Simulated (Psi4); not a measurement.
# InH3 (SMILES [InH3]) at 4 levels

Aim: a comparison of 4 runs (HF/3-21G, BLYP/3-21G, PBE0/def2-SVP, PBE/def2-TZVP) of InH3. 

The results are computed with Psi4 1.11.

3 further runs of the same task are left out: 1 that didn't finish, 2 set aside as unsound or not needed.

## Step 1: The system as given

The species is InH3 (4 atoms), meant as a singlet with charge 0. As SMILES, `[InH3]`. The coordinates come from a PBE0-D4/def2-TZVP relaxation.

Bond lengths: In1–H2 1.724 Å, In1–H3 1.724 Å, In1–H4 1.724 Å. Angles: H2–In1–H3 120.0°, H2–In1–H4 120.0°, H3–In1–H4 120.0°.

## Step 2: Energy and gradient at HF/3-21G (run 1)

File input.dat:

```
memory 1600 mb

molecule geom {
  In     0.013900    -0.015100    -0.005100
  H      0.415500     1.516000     0.678200
  H     -1.095600    -0.107300    -1.321400
  H      0.721800    -1.454000     0.628000
  symmetry c1
  no_reorient
  no_com
}

set basis 3-21G
set puream true
set e_convergence 1e-09
set d_convergence 1e-08
set scf_type pk

e, wfn = gradient("hf", return_wfn=True)
print_variables()
```

Started as:

```console
$ psi4 input.dat output.dat -n 1
```

output.dat:

```text
[...]
  Running in c1 symmetry.
[...]
  Nuclear repulsion =   45.651809738480758
[...]
  Multiplicity = 1
[...]
  Nalpha       = 26
  Nbeta        = 26
[...]
    Number of basis functions: 37
[...]
   @RHF iter   1: -5716.14525871906244   -3.40584e+00   1.49059e-02 ADIIS/DIIS
[...]
   @RHF iter   8: -5716.41638595711720    8.18545e-12   1.78338e-09 DIIS
[...]
    Orbital Energies [Eh]
    ---------------------
    Doubly Occupied:
       1A   -991.691640     2A   -148.663877     3A   -138.095145
       4A   -138.093992     5A   -138.093992     6A    -29.549381
       7A    -25.091609     8A    -25.087022     9A    -25.087022
      10A    -17.491632    11A    -17.490279    12A    -17.490278
      13A    -17.486419    14A    -17.486419    15A     -4.996408
      16A     -3.469484    17A     -3.462003    18A     -3.462002
      19A     -1.100477    20A     -1.093987    21A     -1.093986
      22A     -1.089982    23A     -1.089980    24A     -0.546077
      25A     -0.402394    26A     -0.402388
[...]
  @RHF Final Energy: -5716.41638595711720
   => Energetics <=
    Nuclear Repulsion Energy =             45.6518097384807575
    One-Electron Energy =               -7985.9206433246563392
    Two-Electron Energy =                2223.8524476290585881
    Total Energy =                      -5716.4163859571171997
[...]
 Multipole Moments:
 ------------------------------------------------------------------------------------
     Multipole            Electronic (a.u.)      Nuclear  (a.u.)        Total (a.u.)
 ------------------------------------------------------------------------------------
 L = 1.  Multiply by 2.5417464519 to convert [e a0] to [Debye]
 Dipole X            :         -1.3659024            1.3658940           -0.0000084
 Dipole Y            :          1.4838104           -1.4838130           -0.0000025
 Dipole Z            :          0.5008828           -0.5009664           -0.0000836
 Magnitude           :                                                    0.0000840
[...]
  -Total Gradient:
     Atom            X                  Y                   Z
    ------   -----------------  -----------------  -----------------
       1       -0.000011946828    -0.000005901280    -0.000017157532
       2       -0.002960283058    -0.011283246679    -0.005035350914
       3        0.008192786687     0.000680225113     0.009720774097
       4       -0.005220556804     0.010608922857    -0.004668265651
[...]
```

It took 1.7 s on 1 thread of Intel Xeon 6975P-C (Granite Rapids), shared host; peak memory 0.19 GiB.

## Step 3: Energy and forces at BLYP/3-21G (run 2)

File h3in.in:

```
memory 1600 MB

molecule molecule1 {
  In     0.02626719    -0.02853486    -0.00963760
  H      0.78518120     2.86482480     1.28161226
  H     -2.07038394    -0.20276761    -2.49708410
  H      1.36400432    -2.74766179     1.18674801
  units bohr
  symmetry c1
}

set globals {
  basis                3-21G
  puream               true
  e_convergence        1e-09
  d_convergence        1e-08
  scf_type             pk
  dft_radial_points    99
  dft_spherical_points 590
}

result, w = gradient('blyp', return_wfn=True)
oeprop(w, 'WIBERG_LOWDIN_INDICES', 'DIPOLE', 'LOWDIN_CHARGES')
print_variables()
```

Started as:

```console
$ psi4 h3in.in h3in.out -n 1
```

h3in.out:

```text
[...]
  Running in c1 symmetry.
[...]
  Nuclear repulsion =   45.651809759786389
[...]
  Multiplicity = 1
[...]
  Nalpha       = 26
  Nbeta        = 26
[...]
    Number of basis functions: 37
[...]
   @RKS iter   1: -5718.64965390122325   -2.51014e+00   1.46759e-02 ADIIS/DIIS
[...]
   @RKS iter   8: -5718.95442626480963   -1.54614e-11   1.45323e-09 DIIS
[...]
    Orbital Energies [Eh]
    ---------------------
    Doubly Occupied:
       1A   -978.838142     2A   -143.537389     3A   -133.597624
       4A   -133.596180     5A   -133.596180     6A    -27.172343
       7A    -23.041218     8A    -23.035181     9A    -23.035181
      10A    -16.002841    11A    -16.000666    12A    -16.000666
      13A    -15.997707    14A    -15.997707    15A     -4.066911
      16A     -2.734084    17A     -2.723090    18A     -2.723089
      19A     -0.731333    20A     -0.723177    21A     -0.723177
      22A     -0.721798    23A     -0.721796    24A     -0.368503
      25A     -0.249451    26A     -0.249448
[...]
  @RKS Final Energy: -5718.95442626480963
   => Energetics <=
    Nuclear Repulsion Energy =             45.6518097597863886
    One-Electron Energy =               -7987.0229880253009469
    Two-Electron Energy =                2379.7051753362334239
    DFT Exchange-Correlation Energy =    -157.2884233355283641
    Empirical Dispersion Energy =           0.0000000000000000
    VV10 Nonlocal Energy =                  0.0000000000000000
    Total Energy =                      -5718.9544262648096264
[...]
  -Total Gradient:
     Atom            X                  Y                   Z
    ------   -----------------  -----------------  -----------------
       1       -0.000011080819    -0.000005503806    -0.000015601113
       2       -0.003315206405    -0.012636331653    -0.005639356830
       3        0.009171949980     0.000761698547     0.010882326342
       4       -0.005845252520     0.011880939552    -0.005226776102
[...]
 Multipole Moments:
 ------------------------------------------------------------------------------------
     Multipole            Electronic (a.u.)      Nuclear  (a.u.)        Total (a.u.)
 ------------------------------------------------------------------------------------
 L = 1.  Multiply by 2.5417464519 to convert [e a0] to [Debye]
 Dipole X            :         -0.0000149            0.0000000           -0.0000149
 Dipole Y            :         -0.0000054           -0.0000000           -0.0000054
 Dipole Z            :         -0.0001728            0.0001050           -0.0000679
 Magnitude           :                                                    0.0000697
[...]
```

Wall time 3.3 s (1 thread of Intel Xeon 6975P-C (Granite Rapids), shared host); peak memory 0.39 GiB.

Run 3 isn't shown in full; the table further down has it.

## Step 4: Energy and forces at PBE/def2-TZVP (core potential) (run 4)

File job.json:

```json
{
  "schema_name": "qcschema_input",
  "schema_version": 1,
  "molecule": {
    "schema_name": "qcschema_molecule",
    "schema_version": 2,
    "symbols": ["In", "H", "H", "H"],
    "geometry": [0.02626719, -0.02853486, -0.0096376, 0.7851812, 2.8648248, 1.28161226, -2.07038394, -0.20276761, -2.4970841, 1.36400432, -2.74766179, 1.18674801],
    "molecular_charge": 0,
    "molecular_multiplicity": 1,
    "fix_symmetry": "c1",
    "fix_com": true,
    "fix_orientation": true
  },
  "driver": "gradient",
  "model": {
    "method": "pbe",
    "basis": "def2-TZVP"
  },
  "keywords": {
    "puream": true,
    "e_convergence": 1e-09,
    "d_convergence": 1e-08,
    "scf_type": "pk",
    "dft_radial_points": 99,
    "dft_spherical_points": 590
  }
}
```

Started as:

```console
$ psi4 --qcschema job.json -n 1 --memory 1600MB
```

stdout:

```text
[...]
    !!!  WARNING: ECP capability is in beta. Please check occupations closely.  !!!
[...]
  Running in c1 symmetry.
[...]
  Nuclear repulsion =   19.868853100375375
[...]
  Multiplicity = 1
[...]
  Nalpha       = 12
  Nbeta        = 12
[...]
    Number of basis functions: 68
[...]
   @RKS iter   1:  -191.73234623405406   -7.22346e-01   8.10431e-03 ADIIS/DIIS
[...]
   @RKS iter  10:  -191.88109800079462   -1.44951e-12   4.57764e-10 DIIS
[...]
    Orbital Energies [Eh]
    ---------------------
    Doubly Occupied:
       1A     -4.481476     2A     -2.930655     3A     -2.916668
       4A     -2.916667     5A     -0.695781     6A     -0.687694
       7A     -0.687694     8A     -0.684033     9A     -0.684031
      10A     -0.390999    11A     -0.257111    12A     -0.257107
[...]
  @RKS Final Energy:  -191.88109800079462
   => Energetics <=
    Nuclear Repulsion Energy =             19.8688531003753752
    One-Electron Energy =                -375.9265241075555650
    Two-Electron Energy =                 181.9207237502193948
    DFT Exchange-Correlation Energy =     -17.7441507438338206
    Empirical Dispersion Energy =           0.0000000000000000
    VV10 Nonlocal Energy =                  0.0000000000000000
    Total Energy =                       -191.8810980007946227
[...]
 Multipole Moments:
 ------------------------------------------------------------------------------------
     Multipole            Electronic (a.u.)      Nuclear  (a.u.)        Total (a.u.)
 ------------------------------------------------------------------------------------
 L = 1.  Multiply by 2.5417464519 to convert [e a0] to [Debye]
 Dipole X            :         -0.6304341            0.6304126           -0.0000215
 Dipole Y            :          0.6848284           -0.6848367           -0.0000083
 Dipole Z            :          0.2310440           -0.2311134           -0.0000694
 Magnitude           :                                                    0.0000731
[...]
  -Total Gradient:
     Atom            X                  Y                   Z
    ------   -----------------  -----------------  -----------------
       1       -0.000009340681    -0.000004779513    -0.000014116755
       2       -0.000668099325    -0.002543905384    -0.001135406137
       3        0.001856622534     0.000153731882     0.002203485292
       4       -0.001178942496     0.002395541681    -0.001053599925
[...]
```

The result, in JSON:

```text
{
 "driver": "gradient",
 "model": {
  "method": "pbe",
  "basis": "def2-TZVP"
 },
 "success": true,
 "return_result": [-9.340680715325372e-06, -4.779512826020681e-06, -1.4116755333944759e-05, -0.000668099324823649, -0.0025439053842462034, -0.0011354061370458454, 0.0018566225340758552, 0.0001537318818868108, 0.0022034852923340648, -0.00117894249624928, 0.0023955416806705487, -0.0010535999247174854],
 "properties": {
  "calcinfo_nbasis": 68,
  "calcinfo_nmo": 68,
  "calcinfo_nalpha": 12,
  "calcinfo_nbeta": 12,
  "calcinfo_natom": 4,
  "nuclear_repulsion_energy": 19.868853100375375,
  "return_energy": -191.88109800079462,
  "return_gradient": [-9.340680715325372e-06, -4.779512826020681e-06, -1.4116755333944759e-05, -0.000668099324823649, -0.0025439053842462034, -0.0011354061370458454, 0.0018566225340758552, 0.0001537318818868108, 0.0022034852923340648, -0.00117894249624928, 0.0023955416806705487, -0.0010535999247174854],
  "scf_one_electron_energy": -375.92652410755557,
  "scf_two_electron_energy": 181.9207237502194,
  "scf_xc_energy": -17.74415074383382,
  "scf_dipole_moment": [-2.149090381409202e-05, -8.278728957811232e-06, -6.939234883446277e-05],
  "scf_total_energy": -191.88109800079462,
  "scf_total_gradient": [-9.340680715325372e-06, -4.779512826020681e-06, -1.4116755333944759e-05, -0.000668099324823649, -0.0025439053842462034, -0.0011354061370458454, 0.0018566225340758552, 0.0001537318818868108, 0.0022034852923340648, -0.00117894249624928, 0.0023955416806705487, -0.0010535999247174854],
  "scf_iterations": 10
 }
}
```

Wall time 7.5 s (1 thread of Intel Xeon 6975P-C (Granite Rapids), shared host); peak memory 0.66 GiB.

## Step 5: Overview of the runs

| run | level | integration grid | task | energy (Eh) | dipole moment (D) | HOMO energy (eV) | LUMO energy (eV) | wall time |
| --- | --- | --- | --- | --- | --- | --- | --- | --- |
| 1 | HF/3-21G | – | gradient | -5716.416386 | 0.00 | -10.95 | 0.64 | 1.7 s |
| 2 | BLYP/3-21G | 99 radial × 590 angular | gradient | -5718.954426 | 0.00 | -6.79 | -2.52 | 3.3 s |
| 3 | PBE0/def2-SVP (core potential) | 99 radial × 590 angular | energy | -191.874914 | 0.00 | -8.14 | -1.86 | 3.9 s |
| 4 | PBE/def2-TZVP (core potential) | 99 radial × 590 angular | gradient | -191.881098 | 0.00 | -7.00 | -2.65 | 7.5 s |

## Step 6: Results

```
                       quantity          value
            run 4: total energy  -191.88110 Eh
           run 4: dipole moment         0.00 D
             run 4: HOMO energy       -7.00 eV
             run 4: LUMO energy       -2.65 eV
           run 4: HOMO–LUMO gap        4.35 eV
run 4: largest force on an atom     0.148 eV/Å
```

In words: The HOMO–LUMO gap runs from 4.27 eV (BLYP/3-21G) to 11.59 eV (HF/3-21G). Exact exchange widens orbital gaps. Totals of different functionals can't be ranked against each other. Some runs of one species differ in core potentials or relativity; totals across that change don't compare. In runs 1, 2 relativity is left out where basis or elements ask for it. All runs together took 16 s, the longest 7.5 s.
